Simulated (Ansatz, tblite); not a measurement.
# The cluster Sn13H18O: removing and adding an electron, part 2 of 3

What does removing or adding an electron cost or gain for the cluster Sn13H18O? Each charged state is run at several levels.

Ansatz 0.2.0, Gaussian basis; as each input shows. The steps go on from the part before.

## Step 6: Relaxing the charge +1 doublet

Contents of in.yaml:

```yaml
crystal:
  periodic: [false, false, false]
  atoms:
    - {symbol: Sn, position_ang: [0.738886, -3.321518, 0.327303]}
    - {symbol: Sn, position_ang: [-2.217950, 2.618518, -2.846489]}
    - {symbol: Sn, position_ang: [0.237420, -0.623763, -2.272237]}
    - {symbol: Sn, position_ang: [-3.415048, -0.616523, 0.446486]}
    - {symbol: Sn, position_ang: [0.734100, -0.871174, 3.372664]}
    - {symbol: Sn, position_ang: [0.957392, 1.387763, -0.085094]}
    - {symbol: Sn, position_ang: [4.501089, -0.640713, -0.034137]}
    - {symbol: Sn, position_ang: [-3.782536, 0.386531, -2.142431]}
    - {symbol: Sn, position_ang: [-1.730996, -2.506731, 1.429141]}
    - {symbol: Sn, position_ang: [2.765010, -1.992057, 1.771518]}
    - {symbol: Sn, position_ang: [-0.527881, 3.665589, -0.862279]}
    - {symbol: Sn, position_ang: [3.631575, 0.780308, -2.472714]}
    - {symbol: Sn, position_ang: [-1.306153, 0.671483, 1.977455]}
    - {symbol: O, position_ang: [2.078113, -0.477144, -2.936012]}
    - {symbol: H, position_ang: [0.524798, -2.489544, -1.245962]}
    - {symbol: H, position_ang: [0.583888, -4.966374, -0.173621]}
    - {symbol: H, position_ang: [-3.332568, 3.714765, -3.572514]}
    - {symbol: H, position_ang: [-1.238574, 2.012012, -4.136321]}
    - {symbol: H, position_ang: [-4.813602, -0.556355, 1.449613]}
    - {symbol: H, position_ang: [0.230382, -2.064734, 4.519223]}
    - {symbol: H, position_ang: [1.290759, 0.465582, 4.319904]}
    - {symbol: H, position_ang: [1.955746, 1.814952, 1.271728]}
    - {symbol: H, position_ang: [5.564026, -1.986745, -0.324007]}
    - {symbol: H, position_ang: [5.400280, 0.285152, 1.130417]}
    - {symbol: H, position_ang: [-3.561771, -0.937351, -3.217641]}
    - {symbol: H, position_ang: [-5.466405, 0.761260, -2.134904]}
    - {symbol: H, position_ang: [-2.278562, -3.215342, 2.898779]}
    - {symbol: H, position_ang: [3.454794, -3.268223, 2.724028]}
    - {symbol: H, position_ang: [0.323390, 4.947199, -1.642251]}
    - {symbol: H, position_ang: [-1.535252, 4.381262, 0.335943]}
    - {symbol: H, position_ang: [2.441836, 1.827513, -1.354914]}
    - {symbol: H, position_ang: [-2.206187, 0.814413, 3.479314]}
basis:
  gaussian: {orbitals: def2-SVP, fitting: {mean_field: def2-universal-jkfit}}
total_charge: 1
magnetization: {spin_polarized: true, initial_magnetization: 1}
hamiltonian: {xc: r2scan, dispersion: d4}
scf: {lower_state_search: "off"}
output: {orbitals: {seedname: orbitals}}
relax: {f_tol: 0.03, max_steps: 70}
```

The run is started by

```sh
$ ansatz run in.yaml --threads 2 --pin off --events-out ev --progress --plain --max-ram 32768MiB --backend cuda --devices 0, --max-vram 18GiB
```

Standard output:

```text
Functional definition: r2SCAN
  name "r2SCAN"
  cite "Furness, Kaplan, Ning, Perdew & Sun, J. Phys. Chem. Lett. 11, 8208 (2020) doi:10.1021/acs.jpclett.0c02405"
  cite "Furness, Kaplan, Ning, Perdew & Sun, J. Phys. Chem. Lett. 11, 9248 (2020) doi:10.1021/acs.jpclett.0c03077"
  parent r2scan
  parameter k0 = 0.174
  parameter k1 = 0.065
  parameter a1 = 4.9479
  exchange = r2scan_x(k0 = k0, k1 = k1, a1 = a1)
  correlation = r2scan_c
these checks for a lower state are left out or cut short: stability, starts, cluster_reference, orbital_swaps, neighbouring_geometries, increment
3235 factors; integrals over basis functions are off by at most 3.4e-1 eV
mean field evaluation 1: about -78159.2597 eV, gradient 5.4e1 eV
mean field evaluation 2: about -77916.0584 eV, gradient 1.4e2 eV
mean field evaluation 4: about -78156.3111 eV, gradient 3.9e1 eV
mean field evaluation 8: about -78172.1603 eV, gradient 6.5e-2 eV
mean field -78172.16034839 eV, -2872.7739058099 hartree, gradient 2.8e-6 eV, S^2 0.761183; 0 other end points of the search recorded, 0 dependent functions left out
the calculation of the forces begins
reference -78172.16038415 eV, -2872.7739071241 hartree; 156, 155 occupied and 286, 287 virtual orbitals, 3235 factors
relax step   1: F+E_penalty+E_count = -78172.71629662 eV  Δ(F+E_penalty+E_count) = +0.000e0 eV  max|allowed force component| = 5.353e-1 eV/Å  Δτ_max = 0.0000 Å  (39 SCF iters, accepted)
these checks for a lower state are left out or cut short: stability, starts, cluster_reference, orbital_swaps, neighbouring_geometries, increment
3235 factors; integrals over basis functions are off by at most 3.3e-1 eV
mean field evaluation 16: about -78172.2971 eV, gradient 7.4e-2 eV
mean field -78172.29725085 eV, -2872.7789368827 hartree, gradient 4.2e-6 eV, S^2 0.762610; 0 other end points of the search recorded, 0 dependent functions left out
the calculation of the forces begins
reference -78172.29728673 eV, -2872.7789382010 hartree; 156, 155 occupied and 286, 287 virtual orbitals, 3235 factors
relax step   2: F+E_penalty+E_count = -78172.85089276 eV  Δ(F+E_penalty+E_count) = -1.346e-1 eV  max|allowed force component| = 5.182e-1 eV/Å  Δτ_max = 0.1946 Å  (30 SCF iters, accepted)
these checks for a lower state are left out or cut short: stability, starts, cluster_reference, orbital_swaps, neighbouring_geometries, increment
3235 factors; integrals over basis functions are off by at most 3.3e-1 eV
mean field -78172.43605575 eV, -2872.7840378686 hartree, gradient 2.4e-6 eV, S^2 0.760581; 0 other end points of the search recorded, 0 dependent functions left out
the calculation of the forces begins
reference -78172.43609176 eV, -2872.7840391920 hartree; 156, 155 occupied and 286, 287 virtual orbitals, 3235 factors
relax step   3: F+E_penalty+E_count = -78172.98918381 eV  Δ(F+E_penalty+E_count) = -1.383e-1 eV  max|allowed force component| = 2.830e-1 eV/Å  Δτ_max = 0.1345 Å  (31 SCF iters, accepted)
[... from here on, the SCF cycles and remarks between the steps are left out ...]
relax step   4: F+E_penalty+E_count = -78173.07713298 eV  Δ(F+E_penalty+E_count) = -8.795e-2 eV  max|allowed force component| = 2.153e-1 eV/Å  Δτ_max = 0.1999 Å  (31 SCF iters, accepted)
relax step   5: F+E_penalty+E_count = -78173.11383117 eV  Δ(F+E_penalty+E_count) = -3.670e-2 eV  max|allowed force component| = 2.033e-1 eV/Å  Δτ_max = 0.1132 Å  (25 SCF iters, accepted)
relax step   6: F+E_penalty+E_count = -78173.14273649 eV  Δ(F+E_penalty+E_count) = -2.891e-2 eV  max|allowed force component| = 7.259e-2 eV/Å  Δτ_max = 0.1319 Å  (25 SCF iters, accepted)
relax step   7: F+E_penalty+E_count = -78173.15986438 eV  Δ(F+E_penalty+E_count) = -1.713e-2 eV  max|allowed force component| = 1.125e-1 eV/Å  Δτ_max = 0.0981 Å  (26 SCF iters, accepted)
relax step   8: F+E_penalty+E_count = -78173.17013202 eV  Δ(F+E_penalty+E_count) = -1.027e-2 eV  max|allowed force component| = 1.091e-1 eV/Å  Δτ_max = 0.0918 Å  (26 SCF iters, accepted)
relax step   9: F+E_penalty+E_count = -78173.17575523 eV  Δ(F+E_penalty+E_count) = -5.623e-3 eV  max|allowed force component| = 8.409e-2 eV/Å  Δτ_max = 0.0532 Å  (26 SCF iters, accepted)
relax step  10: F+E_penalty+E_count = -78173.18141791 eV  Δ(F+E_penalty+E_count) = -5.663e-3 eV  max|allowed force component| = 1.017e-1 eV/Å  Δτ_max = 0.0677 Å  (26 SCF iters, accepted)
relax step  11: F+E_penalty+E_count = -78173.19035015 eV  Δ(F+E_penalty+E_count) = -8.932e-3 eV  max|allowed force component| = 3.299e-1 eV/Å  Δτ_max = 0.1750 Å  (26 SCF iters, accepted)
relax step  12: F+E_penalty+E_count = -78173.19792806 eV  Δ(F+E_penalty+E_count) = -7.578e-3 eV  max|allowed force component| = 5.665e-1 eV/Å  Δτ_max = 0.1946 Å  (25 SCF iters, accepted)
relax step  13: F+E_penalty+E_count = -78173.20517409 eV  Δ(F+E_penalty+E_count) = -7.246e-3 eV  max|allowed force component| = 4.088e-1 eV/Å  Δτ_max = 0.0538 Å  (24 SCF iters, accepted)
relax step  14: F+E_penalty+E_count = -78173.21507570 eV  Δ(F+E_penalty+E_count) = -9.902e-3 eV  max|allowed force component| = 2.061e-1 eV/Å  Δτ_max = 0.1041 Å  (24 SCF iters, accepted)
relax step  15: F+E_penalty+E_count = -78173.22758002 eV  Δ(F+E_penalty+E_count) = -1.250e-2 eV  max|allowed force component| = 1.731e-1 eV/Å  Δτ_max = 0.1877 Å  (26 SCF iters, accepted)
relax step  16: F+E_penalty+E_count = -78173.23882785 eV  Δ(F+E_penalty+E_count) = -1.125e-2 eV  max|allowed force component| = 2.752e-1 eV/Å  Δτ_max = 0.1952 Å  (24 SCF iters, accepted)
relax step  17: F+E_penalty+E_count = -78173.25075360 eV  Δ(F+E_penalty+E_count) = -1.193e-2 eV  max|allowed force component| = 2.372e-1 eV/Å  Δτ_max = 0.1382 Å  (25 SCF iters, accepted)
relax step  18: F+E_penalty+E_count = -78173.26174878 eV  Δ(F+E_penalty+E_count) = -1.100e-2 eV  max|allowed force component| = 1.797e-1 eV/Å  Δτ_max = 0.0854 Å  (23 SCF iters, accepted)
relax step  19: F+E_penalty+E_count = -78173.27471984 eV  Δ(F+E_penalty+E_count) = -1.297e-2 eV  max|allowed force component| = 2.020e-1 eV/Å  Δτ_max = 0.1905 Å  (25 SCF iters, accepted)
relax step  20: F+E_penalty+E_count = -78173.28361549 eV  Δ(F+E_penalty+E_count) = -8.896e-3 eV  max|allowed force component| = 2.429e-1 eV/Å  Δτ_max = 0.1950 Å  (25 SCF iters, accepted)
relax step  21: F+E_penalty+E_count = -78173.29519965 eV  Δ(F+E_penalty+E_count) = -1.158e-2 eV  max|allowed force component| = 2.675e-1 eV/Å  Δτ_max = 0.1315 Å  (25 SCF iters, accepted)
relax step  22: F+E_penalty+E_count = -78173.30817127 eV  Δ(F+E_penalty+E_count) = -1.297e-2 eV  max|allowed force component| = 2.104e-1 eV/Å  Δτ_max = 0.1153 Å  (24 SCF iters, accepted)
relax step  23: F+E_penalty+E_count = -78173.32010104 eV  Δ(F+E_penalty+E_count) = -1.193e-2 eV  max|allowed force component| = 1.402e-1 eV/Å  Δτ_max = 0.1211 Å  (25 SCF iters, accepted)
relax step  24: F+E_penalty+E_count = -78173.33028045 eV  Δ(F+E_penalty+E_count) = -1.018e-2 eV  max|allowed force component| = 2.021e-1 eV/Å  Δτ_max = 0.1756 Å  (24 SCF iters, accepted)
relax step  25: F+E_penalty+E_count = -78173.33550367 eV  Δ(F+E_penalty+E_count) = -5.223e-3 eV  max|allowed force component| = 2.119e-1 eV/Å  Δτ_max = 0.1126 Å  (25 SCF iters, accepted)
relax step  26: F+E_penalty+E_count = -78173.34163741 eV  Δ(F+E_penalty+E_count) = -6.134e-3 eV  max|allowed force component| = 1.793e-1 eV/Å  Δτ_max = 0.1095 Å  (24 SCF iters, accepted)
relax step  27: F+E_penalty+E_count = -78173.34804307 eV  Δ(F+E_penalty+E_count) = -6.406e-3 eV  max|allowed force component| = 9.901e-2 eV/Å  Δτ_max = 0.1200 Å  (23 SCF iters, accepted)
relax step  28: F+E_penalty+E_count = -78173.35160166 eV  Δ(F+E_penalty+E_count) = -3.559e-3 eV  max|allowed force component| = 1.699e-1 eV/Å  Δτ_max = 0.1790 Å  (24 SCF iters, accepted)
relax step  29: F+E_penalty+E_count = -78173.35757550 eV  Δ(F+E_penalty+E_count) = -5.974e-3 eV  max|allowed force component| = 1.657e-1 eV/Å  Δτ_max = 0.0651 Å  (23 SCF iters, accepted)
relax step  30: F+E_penalty+E_count = -78173.36238661 eV  Δ(F+E_penalty+E_count) = -4.811e-3 eV  max|allowed force component| = 1.314e-1 eV/Å  Δτ_max = 0.0648 Å  (23 SCF iters, accepted)
relax step  31: F+E_penalty+E_count = -78173.36662907 eV  Δ(F+E_penalty+E_count) = -4.242e-3 eV  max|allowed force component| = 1.274e-1 eV/Å  Δτ_max = 0.1119 Å  (22 SCF iters, accepted)
relax step  32: F+E_penalty+E_count = -78173.36979254 eV  Δ(F+E_penalty+E_count) = -3.163e-3 eV  max|allowed force component| = 1.443e-1 eV/Å  Δτ_max = 0.1282 Å  (23 SCF iters, accepted)
relax step  33: F+E_penalty+E_count = -78173.37243531 eV  Δ(F+E_penalty+E_count) = -2.643e-3 eV  max|allowed force component| = 1.333e-1 eV/Å  Δτ_max = 0.0850 Å  (24 SCF iters, accepted)
relax step  34: F+E_penalty+E_count = -78173.37952341 eV  Δ(F+E_penalty+E_count) = -7.088e-3 eV  max|allowed force component| = 1.350e-1 eV/Å  Δτ_max = 0.1952 Å  (24 SCF iters, accepted)
relax step  35: F+E_penalty+E_count = -78173.39626153 eV  Δ(F+E_penalty+E_count) = -1.674e-2 eV  max|allowed force component| = 2.095e-1 eV/Å  Δτ_max = 0.1964 Å  (25 SCF iters, accepted)
relax step  36: F+E_penalty+E_count = -78173.45951151 eV  Δ(F+E_penalty+E_count) = -6.325e-2 eV  max|allowed force component| = 3.206e-1 eV/Å  Δτ_max = 0.1944 Å  (29 SCF iters, accepted)
relax step  37: F+E_penalty+E_count = -78173.41120264 eV  Δ(F+E_penalty+E_count) = +4.831e-2 eV  max|allowed force component| = 7.131e-1 eV/Å  Δτ_max = 0.1942 Å  (29 SCF iters, rejected (line search))
relax step  38: F+E_penalty+E_count = -78173.54309337 eV  Δ(F+E_penalty+E_count) = -8.358e-2 eV  max|allowed force component| = 4.476e-1 eV/Å  Δτ_max = 0.0945 Å  (25 SCF iters, accepted)
relax step  39: F+E_penalty+E_count = -78173.60954675 eV  Δ(F+E_penalty+E_count) = -6.645e-2 eV  max|allowed force component| = 3.005e-1 eV/Å  Δτ_max = 0.0975 Å  (25 SCF iters, accepted)
relax step  40: F+E_penalty+E_count = -78173.66462272 eV  Δ(F+E_penalty+E_count) = -5.508e-2 eV  max|allowed force component| = 2.808e-1 eV/Å  Δτ_max = 0.1464 Å  (25 SCF iters, accepted)
relax step  41: F+E_penalty+E_count = -78173.68651198 eV  Δ(F+E_penalty+E_count) = -2.189e-2 eV  max|allowed force component| = 9.310e-2 eV/Å  Δτ_max = 0.1450 Å  (23 SCF iters, accepted)
relax step  42: F+E_penalty+E_count = -78173.69664896 eV  Δ(F+E_penalty+E_count) = -1.014e-2 eV  max|allowed force component| = 9.009e-2 eV/Å  Δτ_max = 0.0460 Å  (23 SCF iters, accepted)
relax step  43: F+E_penalty+E_count = -78173.70658471 eV  Δ(F+E_penalty+E_count) = -9.936e-3 eV  max|allowed force component| = 5.065e-2 eV/Å  Δτ_max = 0.0767 Å  (23 SCF iters, accepted)
relax step  44: F+E_penalty+E_count = -78173.71397515 eV  Δ(F+E_penalty+E_count) = -7.390e-3 eV  max|allowed force component| = 4.756e-2 eV/Å  Δτ_max = 0.1109 Å  (23 SCF iters, accepted)
relax step  45: F+E_penalty+E_count = -78173.72059245 eV  Δ(F+E_penalty+E_count) = -6.617e-3 eV  max|allowed force component| = 5.291e-2 eV/Å  Δτ_max = 0.0983 Å  (23 SCF iters, accepted)
relax step  46: F+E_penalty+E_count = -78173.72885640 eV  Δ(F+E_penalty+E_count) = -8.264e-3 eV  max|allowed force component| = 1.177e-1 eV/Å  Δτ_max = 0.1704 Å  (22 SCF iters, accepted)
relax step  47: F+E_penalty+E_count = -78173.73476712 eV  Δ(F+E_penalty+E_count) = -5.911e-3 eV  max|allowed force component| = 9.392e-2 eV/Å  Δτ_max = 0.1626 Å  (23 SCF iters, accepted)
relax step  48: F+E_penalty+E_count = -78173.74148543 eV  Δ(F+E_penalty+E_count) = -6.718e-3 eV  max|allowed force component| = 1.207e-1 eV/Å  Δτ_max = 0.1887 Å  (23 SCF iters, accepted)
relax step  49: F+E_penalty+E_count = -78173.74630830 eV  Δ(F+E_penalty+E_count) = -4.823e-3 eV  max|allowed force component| = 1.660e-1 eV/Å  Δτ_max = 0.1957 Å  (22 SCF iters, accepted)
relax step  50: F+E_penalty+E_count = -78173.72946720 eV  Δ(F+E_penalty+E_count) = +1.684e-2 eV  max|allowed force component| = 2.492e-1 eV/Å  Δτ_max = 0.1957 Å  (23 SCF iters, rejected (line search))
relax step  51: F+E_penalty+E_count = -78173.75796722 eV  Δ(F+E_penalty+E_count) = -1.166e-2 eV  max|allowed force component| = 3.933e-2 eV/Å  Δτ_max = 0.0939 Å  (23 SCF iters, accepted)
relax step  52: F+E_penalty+E_count = -78173.76176907 eV  Δ(F+E_penalty+E_count) = -3.802e-3 eV  max|allowed force component| = 7.917e-2 eV/Å  Δτ_max = 0.0975 Å  (24 SCF iters, accepted)
relax step  53: F+E_penalty+E_count = -78173.76674915 eV  Δ(F+E_penalty+E_count) = -4.980e-3 eV  max|allowed force component| = 8.163e-2 eV/Å  Δτ_max = 0.1432 Å  (23 SCF iters, accepted)
relax step  54: F+E_penalty+E_count = -78173.77151954 eV  Δ(F+E_penalty+E_count) = -4.770e-3 eV  max|allowed force component| = 7.747e-2 eV/Å  Δτ_max = 0.1950 Å  (23 SCF iters, accepted)
relax step  55: F+E_penalty+E_count = -78173.77318437 eV  Δ(F+E_penalty+E_count) = -1.665e-3 eV  max|allowed force component| = 1.299e-1 eV/Å  Δτ_max = 0.1732 Å  (23 SCF iters, accepted)
relax step  56: F+E_penalty+E_count = -78173.77027325 eV  Δ(F+E_penalty+E_count) = +2.911e-3 eV  max|allowed force component| = 1.418e-1 eV/Å  Δτ_max = 0.1924 Å  (22 SCF iters, rejected (line search))
relax step  57: F+E_penalty+E_count = -78173.77365068 eV  Δ(F+E_penalty+E_count) = -4.663e-4 eV  max|allowed force component| = 5.292e-2 eV/Å  Δτ_max = 0.0939 Å  (23 SCF iters, accepted)
relax step  58: F+E_penalty+E_count = -78173.77586726 eV  Δ(F+E_penalty+E_count) = -2.217e-3 eV  max|allowed force component| = 6.356e-2 eV/Å  Δτ_max = 0.0503 Å  (23 SCF iters, accepted)
relax step  59: F+E_penalty+E_count = -78173.77835744 eV  Δ(F+E_penalty+E_count) = -2.490e-3 eV  max|allowed force component| = 1.941e-2 eV/Å  Δτ_max = 0.0453 Å  (23 SCF iters, accepted)
relax step  60: F+E_penalty+E_count = -78173.77874832 eV  Δ(F+E_penalty+E_count) = -3.909e-4 eV  max|allowed force component| = 2.180e-2 eV/Å  Δτ_max = 0.0317 Å  (18 SCF iters, accepted)
relax step  61: F+E_penalty+E_count = -78173.77896138 eV  Δ(F+E_penalty+E_count) = -2.131e-4 eV  max|allowed force component| = 2.276e-2 eV/Å  Δτ_max = 0.0309 Å  (18 SCF iters, accepted)
these checks for a lower state are left out or cut short: stability, starts, cluster_reference, orbital_swaps, neighbouring_geometries, increment
3235 factors; integrals over basis functions are off by at most 3.3e-1 eV
mean field -78173.22567534 eV, -2872.8130558533 hartree, gradient 8.4e-6 eV, S^2 0.755020; 0 other end points of the search recorded, 0 dependent functions left out
the calculation of the forces begins
reference -78173.22571071 eV, -2872.8130571532 hartree; 156, 155 occupied and 286, 287 virtual orbitals, 3235 factors
relax step  62: F+E_penalty+E_count = -78173.77917547 eV  Δ(F+E_penalty+E_count) = -2.141e-4 eV  max|allowed force component| = 1.632e-2 eV/Å  Δτ_max = 0.0429 Å  (18 SCF iters, accepted)
Total energy: -78173.77921084 eV, -2872.8333979076 hartree
Atom 0 at     1.017834    -2.785225    -0.355251 Å, force     0.002581     0.005105    -0.000075 eV/Å
Atom 1 at    -3.312031     3.138248    -1.931858 Å, force    -0.002970     0.000929     0.001274 eV/Å
Atom 2 at     0.667408    -0.589909    -2.746445 Å, force     0.002116     0.002547     0.004880 eV/Å
Atom 3 at    -3.551829    -1.059579     0.205838 Å, force     0.001073    -0.000386    -0.001404 eV/Å
Atom 4 at     0.627849    -0.589735     3.494670 Å, force    -0.000571    -0.000007     0.000236 eV/Å
Atom 5 at     0.482098     1.343448    -0.537051 Å, force     0.001777    -0.000971     0.001911 eV/Å
Atom 6 at     4.765549    -0.785828     0.872684 Å, force     0.000617     0.002018     0.001514 eV/Å
Atom 7 at    -3.352122     0.341115    -2.219559 Å, force    -0.001708     0.001089    -0.000363 eV/Å
Atom 8 at    -1.695889    -2.821077     1.191538 Å, force    -0.001224     0.000135     0.001494 eV/Å
Atom 9 at     2.490772    -2.017914     1.958051 Å, force    -0.001382    -0.000351    -0.002463 eV/Å
Atom 10 at    -0.755694     3.813785    -1.015981 Å, force     0.000251     0.000734    -0.002435 eV/Å
Atom 11 at     4.218180    -1.182494    -1.915386 Å, force     0.002375     0.006906    -0.001245 eV/Å
Atom 12 at    -1.175311     0.296004     1.519117 Å, force    -0.002125    -0.000858     0.000815 eV/Å
Atom 13 at     2.247990    -1.752199    -1.792281 Å, force    -0.002081    -0.016324    -0.004905 eV/Å
Atom 14 at    -0.214188    -1.863519    -1.417701 Å, force    -0.003887     0.001981    -0.001039 eV/Å
Atom 15 at     0.948627    -4.343008    -1.074981 Å, force     0.000028    -0.000226     0.001015 eV/Å
Atom 16 at    -4.561593     3.500392    -0.817100 Å, force     0.002076    -0.000808    -0.000496 eV/Å
Atom 17 at    -3.711460     3.779347    -3.470075 Å, force    -0.000965     0.000133     0.001485 eV/Å
Atom 18 at    -4.833640    -0.514952     1.220412 Å, force     0.000173    -0.000564    -0.001066 eV/Å
Atom 19 at     0.021692    -1.608886     4.730705 Å, force     0.001591     0.000225     0.000175 eV/Å
Atom 20 at     1.441311     0.760972     4.169794 Å, force     0.000206     0.000295     0.000195 eV/Å
Atom 21 at     1.981761     1.598998     0.305710 Å, force    -0.000741     0.000217    -0.000072 eV/Å
Atom 22 at     6.202064    -1.596355     1.328483 Å, force    -0.000735    -0.001993    -0.001050 eV/Å
Atom 23 at     4.871579     0.884587     1.239614 Å, force     0.002248     0.000019     0.000567 eV/Å
Atom 24 at    -1.793579    -0.214506    -2.809666 Å, force     0.001975     0.000052     0.000288 eV/Å
Atom 25 at    -4.492655    -0.333376    -3.311634 Å, force     0.001686    -0.000361    -0.000773 eV/Å
Atom 26 at    -2.248498    -2.957798     2.843296 Å, force    -0.000137    -0.000018    -0.000689 eV/Å
Atom 27 at     2.900121    -3.588906     2.536666 Å, force     0.000215    -0.000210     0.001449 eV/Å
Atom 28 at     0.057802     4.728355    -2.216756 Å, force    -0.000578    -0.001642    -0.000433 eV/Å
Atom 29 at    -0.894921     4.739786     0.420086 Å, force     0.000770     0.001007    -0.000541 eV/Å
Atom 30 at     3.837052     0.290495    -2.801421 Å, force    -0.001917     0.000826     0.001575 eV/Å
Atom 31 at    -2.186280     1.389745     2.396471 Å, force    -0.000734     0.000502     0.000175 eV/Å
Dipole moment:     0.415724    -0.428788    -0.175963 e Å
Checks for a lower state left out: stability, starts, cluster_reference, orbital_swaps, neighbouring_geometries, increment
```

Wall time 9.8 min (1 × H100 (card shared with other runs) with 2 threads of AMD EPYC 7R13, shared host); peak host memory 1.1 GiB.

Along the way: (not every step is listed)

| step | energy from step 1 (eV) | largest force component (eV/Å) |
| --- | --- | --- |
| 1 | 0.0000 | 0.5353 |
| 2 | -0.1346 | 0.5182 |
| 3 | -0.2729 | 0.2830 |
| 4 | -0.3608 | 0.2153 |
| 5 | -0.3975 | 0.2033 |
| 6 | -0.4264 | 0.0726 |
| 7 | -0.4436 | 0.1125 |
| 8 | -0.4538 | 0.1091 |
| 9 | -0.4595 | 0.0841 |
| 13 | -0.4889 | 0.4088 |
| 17 | -0.5345 | 0.2372 |
| 21 | -0.5789 | 0.2675 |
| 25 | -0.6192 | 0.2119 |
| 29 | -0.6413 | 0.1657 |
| 33 | -0.6561 | 0.1333 |
| 37 | -0.6949 | 0.7131 |
| 41 | -0.9702 | 0.0931 |
| 45 | -1.0043 | 0.0529 |
| 49 | -1.0300 | 0.1660 |
| 53 | -1.0505 | 0.0816 |
| 57 | -1.0574 | 0.0529 |
| 58 | -1.0596 | 0.0636 |
| 59 | -1.0621 | 0.0194 |
| 60 | -1.0625 | 0.0218 |
| 61 | -1.0627 | 0.0228 |
| 62 | -1.0629 | 0.0163 |

The force was under the threshold of 0.03 eV/Å already at step 59, but the program went on to step 62.

Close pairs (by a distance rule), those that changed most:

| bond | before (Å) | after (Å) | change (Å) |
| --- | --- | --- | --- |
| Sn1–O14 | 4.531 | 2.155 | -2.376 |
| Sn6–H31 | 2.002 | 4.182 | +2.180 |
| Sn6–Sn13 | 3.145 | 2.841 | -0.304 |
| Sn1–Sn9 | 2.825 | 3.124 | +0.299 |
| Sn3–O14 | 1.962 | 2.182 | +0.219 |
| Sn12–H31 | 1.939 | 1.761 | -0.179 |
| Sn4–Sn13 | 2.907 | 3.035 | +0.128 |
| Sn3–Sn6 | 3.057 | 2.942 | -0.116 |

Contacts that opened: Sn6–H31 2.00 to 4.18 Å.

[end of part 2 of 3]
